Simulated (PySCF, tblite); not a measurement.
# C₆H₇O₂ radical: geometry, infrared bands and EPR parameters

Wanted: the infrared bands and EPR parameters of C₆H₇O₂ radical (`O=C1OC[C]1C1CC1`), by calculation.

Programs: tblite 0.8.0 and PySCF 2.14.0, with density-fitted response routines of our own. Each step states its level of theory. These are calculated values for one molecule in the gas phase, unless marked as measured. Atoms count from 0, in the outputs and in this text.

### Step 1. Starting geometry

15 atoms, charge 0, multiplicity 2; geometry from: force field or distance geometry start.

Bonds of the start (Å): O0–C1 1.28, C1–O2 1.38, O2–C3 1.40, C3–C4 1.51, C4–C5 1.49, C5–C6 1.53, C6–C7 1.51, C4–C1 1.51, C7–C5 1.49, C3–H8 1.11, C3–H9 1.11, C5–H10 1.11, C6–H11 1.11, C6–H12 1.09, C7–H13 1.12, C7–H14 1.09.

### Step 2. Geometry optimisation with GFN2-xTB

What the job is given:

```
{"job": {"kind": "relax", "xc": "GFN2-xTB", "basis": "xTB"}, "charge": 0, "multiplicity": 2}
O     -0.886300     2.451200    -0.336900
C     -1.346400     1.266400    -0.471100
O     -2.583900     0.658100    -0.565800
C     -2.042800    -0.480500     0.042500
C     -0.708300    -0.103600    -0.547500
C      0.465000    -0.078000     0.374200
C      1.742400     0.327800    -0.361500
C      1.610400    -1.023400     0.301000
H     -2.068300    -0.401500     1.153800
H     -2.523700    -1.381300    -0.381900
H      0.344000     0.430800     1.356700
H      1.705000     0.293000    -1.474400
H      2.399500     1.086800     0.066100
H      2.292800    -1.142600     1.176900
H      1.596100    -1.895200    -0.353900
```

Launch:

```console
OMP_NUM_THREADS=1 python probes_run.py task.json out
```

The driver reads the jobs from task.json and runs them one after another.

What it wrote:

```text
step      E/eV     max force
  0    -663.26963    5.952
  1    -663.88514    6.646
  2    -664.26530    1.187
  3    -664.38064    0.726
  4    -664.42791    0.760
  5    -664.49270    0.884
  6    -664.56321    0.830
  7    -664.64597    0.753
  8    -664.71381    1.011
  9    -664.78041    0.889
 10    -664.82941    0.452
 11    -664.86232    0.522
 12    -664.89484    0.486
 13    -664.92001    0.418
 14    -664.94183    0.420
 15    -664.95660    0.456
 16    -664.96710    0.268
 17    -664.97370    0.244
 18    -664.98195    0.225
 19    -664.99231    0.261
 20    -665.00258    0.240
 21    -665.01121    0.246
 22    -665.01936    0.264
 23    -665.02950    0.284
 24    -665.04268    0.277
 25    -665.05486    0.240
 26    -665.06272    0.201
 27    -665.06806    0.162
 28    -665.07306    0.218
 29    -665.07898    0.248
 30    -665.08462    0.216
 31    -665.08893    0.170
 32    -665.09138    0.149
 33    -665.09341    0.126
 34    -665.09611    0.162
 35    -665.09990    0.208
 36    -665.10345    0.159
 37    -665.10609    0.122
 38    -665.10794    0.136
 39    -665.10984    0.122
 40    -665.11178    0.125
 41    -665.11325    0.094
 42    -665.11390    0.058
 43    -665.11428    0.044
 44    -665.11457    0.042
 45    -665.11480    0.032
 46    -665.11493    0.024
 47    -665.11505    0.028
 48    -665.11517    0.031
 49    -665.11526    0.022
 50    -665.11533    0.017
 51    -665.11539    0.019
 52    -665.11546    0.021
 53    -665.11554    0.021
 54    -665.11564    0.027
 55    -665.11575    0.027
 56    -665.11590    0.031
 57    -665.11613    0.049
 58    -665.11650    0.058
 59    -665.11698    0.054
 60    -665.11747    0.051
 61    -665.11791    0.057
 62    -665.11830    0.054
 63    -665.11871    0.055
 64    -665.11920    0.048
 65    -665.11972    0.052
 66    -665.12022    0.049
 67    -665.12067    0.048
 68    -665.12114    0.060
 69    -665.12167    0.109
 70    -665.12246    0.115
 71    -665.12372    0.099
 72    -665.12622    0.161
 73    -665.12715    0.155
 74    -665.12927    0.167
 75    -665.13317    0.337
 76    -665.14316    0.333
 77    -665.16233    0.670
 78    -665.17982    0.909
 79    -665.20252    1.067
 80    -665.19905    0.799
 81    -665.24482    0.307
 82    -665.25396    0.576
 83    -665.26670    0.395
 84    -665.28342    0.445
 85    -665.29910    0.384
 86    -665.31441    0.569
 87    -665.32701    0.559
 88    -665.34592    0.382
 89    -665.35915    0.324
 90    -665.37732    0.723
 91    -665.38921    0.327
 92    -665.39896    0.204
 93    -665.40510    0.280
 94    -665.40801    0.145
 95    -665.40954    0.179
 96    -665.41099    0.242
 97    -665.41324    0.185
 98    -665.41525    0.269
 99    -665.41763    0.178
100    -665.42010    0.127
101    -665.42221    0.146
102    -665.42365    0.105
103    -665.42469    0.055
104    -665.42523    0.050
105    -665.42553    0.049
106    -665.42581    0.040
107    -665.42598    0.047
108    -665.42612    0.031
109    -665.42620    0.036
110    -665.42628    0.019
111    -665.42632    0.021
112    -665.42639    0.018
113    -665.42648    0.021
114    -665.42655    0.020
115    -665.42664    0.022
116    -665.42672    0.021
117    -665.42680    0.022
118    -665.42687    0.015
119    -665.42691    0.014
120    -665.42693    0.012
121    -665.42695    0.009
```

Run time: 1.5 s. Hardware: 1 thread of AMD EPYC, shared host.

Along the way: (not every step is listed)

```
step  energy from step 0 (eV)  largest force (eV/Å)
   0                   0.0000                5.9525
   1                  -0.6155                6.6464
   2                  -0.9957                1.1871
   3                  -1.1110                0.7260
   4                  -1.1583                0.7596
   5                  -1.2231                0.8842
   6                  -1.2936                0.8296
   7                  -1.3763                0.7533
   8                  -1.4442                1.0105
  18                  -1.7123                0.2252
  28                  -1.8034                0.2176
  38                  -1.8383                0.1357
  48                  -1.8455                0.0307
  58                  -1.8469                0.0582
  68                  -1.8515                0.0596
  78                  -1.9102                0.9092
  88                  -2.0763                0.3823
  98                  -2.1456                0.2688
 108                  -2.1565                0.0310
 116                  -2.1571                0.0214
 117                  -2.1572                0.0220
 118                  -2.1572                0.0153
 119                  -2.1573                0.0139
 120                  -2.1573                0.0122
 121                  -2.1573                0.0095
```

Distances of close pairs at the start and the end, largest changes first:

```
  bond  before (Å)  after (Å)  change (Å)
 O0–C1       1.278      1.201      -0.077
 C1–C4       1.513      1.442      -0.071
 C4–C5       1.492      1.428      -0.065
 C5–C7       1.487      1.529      +0.042
 O2–C3       1.400      1.438      +0.038
C7–H13       1.117      1.079      -0.038
C6–H11       1.114      1.078      -0.036
 C6–C7       1.511      1.478      -0.033
```

The final coordinates are the input of the step that follows.

### Step 3. Harmonic vibrations with GFN2-xTB

What the job is given:

```
{"job": {"kind": "ir", "xc": "GFN2-xTB", "basis": "xTB"}, "charge": 0, "multiplicity": 2}
O     -0.856089     1.003389    -2.168075
C     -1.255786     0.559929    -1.126078
O     -2.568486     0.427343    -0.679399
C     -2.117524    -0.140946     0.562406
C     -0.708617    -0.002719     0.083955
C      0.590518    -0.296298     0.597602
C      1.754400     0.621642     0.222788
C      1.688190    -0.728493    -0.374466
H     -2.405809     0.477911     1.416657
H     -2.490967    -1.159297     0.700076
H      0.606615    -0.737886     1.587064
H      1.514158     1.464061    -0.406187
H      2.476620     0.823836     0.998693
H      2.362212    -1.495031    -0.024558
H      1.406152    -0.809451    -1.412392
```

What it wrote:

```text
mode    cm-1     km/mol
  1      62.3      1.20
  2     108.7      0.45
  3     125.4      3.62
  4     227.3      1.98
  5     354.9      0.61
  6     371.0      1.89
  7     493.7      1.94
  8     627.4     36.82
  9     689.3      9.29
 10     788.7      5.90
 11     808.2      1.84
 12     828.7      0.79
 13     858.8      2.70
 14     938.3      2.19
 15     961.0     27.26
 16     982.4    256.50
 17    1018.3     10.77
 18    1045.3     56.59
 19    1058.4     10.91
 20    1059.0     11.37
 21    1061.6      4.70
 22    1070.9      3.31
 23    1151.1      0.15
 24    1156.0    107.44
 25    1208.5      4.79
 26    1245.8     12.73
 27    1309.4     12.72
 28    1409.6      0.99
 29    1435.6      3.82
 30    1458.0      0.58
 31    1487.6     18.10
 32    1796.1    503.47
 33    2925.8     18.71
 34    2950.3     22.22
 35    3042.0     20.66
 36    3091.3      8.00
 37    3091.8      9.86
 38    3112.6      0.68
 39    3128.3     19.97
```

Wall time 0.9 s (1 thread of AMD EPYC, shared host).

The strongest bands and the atoms that carry them (share of the mass-weighted mode):

```
cm⁻¹  km/mol                               atoms
 627    36.8                    C1 66 %, C4 11 %
 961    27.3          O2 22 %, C5 15 %, H10 10 %
 982   256.5  C1 22 %, C5 19 %, C3 15 %, O2 13 %
1045    56.6           O2 34 %, C1 14 %, C3 12 %
1156   107.4                    C4 37 %, C3 16 %
1796   503.5                    C1 66 %, O0 31 %
2950    22.2                    H9 51 %, H8 45 %
3042    20.7                            H10 92 %
```

### Step 4. EPR parameters: B3LYP/pcH-1

The job, as its differences from that of step 3:

```diff
@@ -1,2 +1,2 @@
-{"job": {"kind": "ir", "xc": "GFN2-xTB", "basis": "xTB"}, "charge": 0, "multiplicity": 2}
+{"job": {"kind": "epr", "basis": "pcH-1"}, "charge": 0, "multiplicity": 2}
 O     -0.856089     1.003389    -2.168075
```

Level: UKS B3LYP, pcH-1 on C H O, non-relativistic, mean-field spin-orbit, GIAO.

What it wrote:

```text
UKS, coarse grid
  cycle   1  E = -383.04403813  |g| = 6.99e-01
  cycle   2  E = -382.42221194  |g| = 1.44e+00
  cycle   3  E = -383.20048403  |g| = 2.54e-01
  cycle   4  E = -383.22330967  |g| = 1.10e-01
  cycle   5  E = -383.22694387  |g| = 3.59e-02
  cycle   6  E = -383.22753515  |g| = 8.80e-03
  cycle   7  E = -383.22757967  |g| = 4.03e-03
  cycle   8  E = -383.22759126  |g| = 1.55e-03
  cycle   9  E = -383.22759399  |g| = 4.66e-04
UKS, final grid
  cycle   1  E = -383.22753136  |g| = 4.96e-04
  cycle   2  E = -383.22753131  |g| = 6.59e-04
  cycle   3  E = -383.22753151  |g| = 1.19e-04
  cycle   4  E = -383.22753151  |g| = 5.94e-05
  cycle   5  E = -383.22753152  |g| = 4.98e-05
  cycle   6  E = -383.22753152  |g| = 1.27e-05
E = -383.22753152 Eh   <S^2> = 0.7556 (exact 0.7500)
g shifts (ppm)      1          2          3
  rmc          -185       -185       -185
  gc             -1         33         35
  oz_so          21        891       2924
  total        -165        738       2773
hyperfine (MHz)  atom isotope    a_iso     a_fc   dipolar eigenvalues
    0   17O     -10.34     -10.34    -48.19     23.66     24.53
    1   13C     -33.52     -33.52     -3.26     -0.55      3.81
    2   17O      -0.03      -0.03    -12.96      5.67      7.29
    3   13C     -25.65     -25.65     -2.09      0.19      1.90
    4   13C      65.79      65.79    -63.70    -62.04    125.74
    5   13C     -28.54     -28.54     -3.65      0.13      3.51
    6   13C      35.86      35.86     -8.81     -8.70     17.50
    7   13C      35.61      35.61     -8.73     -8.62     17.35
    8    1H      53.53      53.53     -4.12     -2.82      6.94
    9    1H      53.43      53.43     -4.10     -2.82      6.92
   10    1H      -0.14      -0.14     -3.65     -2.23      5.88
   11    1H      -5.20      -5.20     -5.72     -0.02      5.74
   12    1H      10.72      10.72     -4.73     -1.43      6.16
   13    1H      10.58      10.58     -4.70     -1.43      6.13
   14    1H      -5.07      -5.07     -5.68     -0.03      5.70
```

Run time: 1.8 min. Hardware: 1 thread of AMD EPYC, shared host; peak memory 1 GiB.

Principal g values 2.00215, 2.00306, 2.00509; g(iso) = 2.00343, against 2.00232 for a free electron.

Hyperfine couplings; where a row names several nuclei, a(iso) is their mean (it holds for fast rotation or exchange) and the dipolar term the largest among them:

```
  nuclei  isotope  a(iso) (MHz)  a(iso) (G, at g = 2.0023)  largest dipolar term (MHz)
      C4      13C          65.8                       23.5                       125.7
  H8, H9       1H          53.5                       19.1                         6.9
  C6, C7      13C          35.7                       12.7                        17.5
      C1      13C         -33.5                      -12.0                         3.8
      C5      13C         -28.5                      -10.2                        -3.6
      C3      13C         -25.6                       -9.2                        -2.1
H12, H13       1H          10.7                        3.8                         6.2
      O0      17O         -10.3                       -3.7                       -48.2
H11, H14       1H          -5.1                       -1.8                         5.7
     H10       1H          -0.1                       -0.1                         5.9
      O2      17O           0.0                        0.0                       -13.0
```

Mulliken spin populations:

O0 0.15; C1 -0.04; O2 0.04; C3 -0.06; C4 0.77; C5 -0.05; C6 0.08; C7 0.08; H8 0.02; H9 0.02; H10 0.00; H11 0.00; H12 0.00; H13 0.00; H14 0.00

In first order the couplings over 0.8 MHz of 1H give 27 distinct lines over 49.4 G, if the averaged nuclei exchange fast.

The fields below are evaluated on a grid from the run's orbitals.

ELF in a plane through or near 7 of the atoms.

Ten even steps from ' ' (0.00) to '@' (1.00):
```
                                                        
                                                        
                                                        
                                                        
                    --##%%##..                          
                  ::%%@@@@@@**                          
                  ::%%@@@@@@**        ..::..            
                    ==@@@@%%--....----++**++::          
              ....::==::##::%%**##@@==**==++..          
            ..--******++::####--::@@**::====..          
          ..==##@@%%**::::==++--++==::**####**==..      
          ..--++##++--      ==%%%%====##==--%%##--      
            ......          ..--..##--####%%%%**::      
                        ..==########++....::--::        
                        ==##%%**==%%**..                
                        --++%%%%%%%%%%++                
                        ..::++**####**--                
                                ......                  
                                                        
                                                        
```
The map spans 10.4 Å across and 10.0 Å up, centred on the molecule. Atoms in the plane (x, y in Å): O0 (0.9, -2.4), C1 (1.3, -1.2), O2 (2.6, -0.8), C3 (2.1, 0.6), C4 (0.7, 0.1), C5 (-0.6, 0.7), H10 (-0.6, 1.7).

On the surface of density 0.002 e/bohr³ the electrostatic potential runs, from the 1st to the 99th percentile, from -1.86 V near O0 to 1.33 V near H10.

The spin density lies nearest to C4 52 %; O0 13 %.

### Step 5. Summary of results

| quantity | value |
| --- | --- |
| strongest single infrared mode (GFN2-xTB) | 1796 cm⁻¹, 503 km/mol |
| zero-point energy (GFN2-xTB) | 72.2 kcal/mol |
| g(iso) (B3LYP) | 2.00343 |
| ⟨S²⟩ | 0.756 (exact 0.75) |
| largest a(iso) (averaged by class) | 13C on C4, 65.8 MHz |
| surface potential, 1st and 99th percentile | -1.86 V and 1.33 V |

**Reading.** Relaxing lowered the energy by 2.157 eV in 121 steps; the close pair that moved most is O0–C1, from 1.278 to 1.201 Å. No mode is imaginary among the 39: a minimum at this level. The strongest single mode, at 1796 cm⁻¹, moves mainly C1. GFN2-xTB is a fitted tight-binding method: band positions and strengths are rough. Its intensities can rank the bands wrongly. C4 carries the largest spin population, 0.77 e. The isotropic g lies 1.1 ppt above the free-electron value.
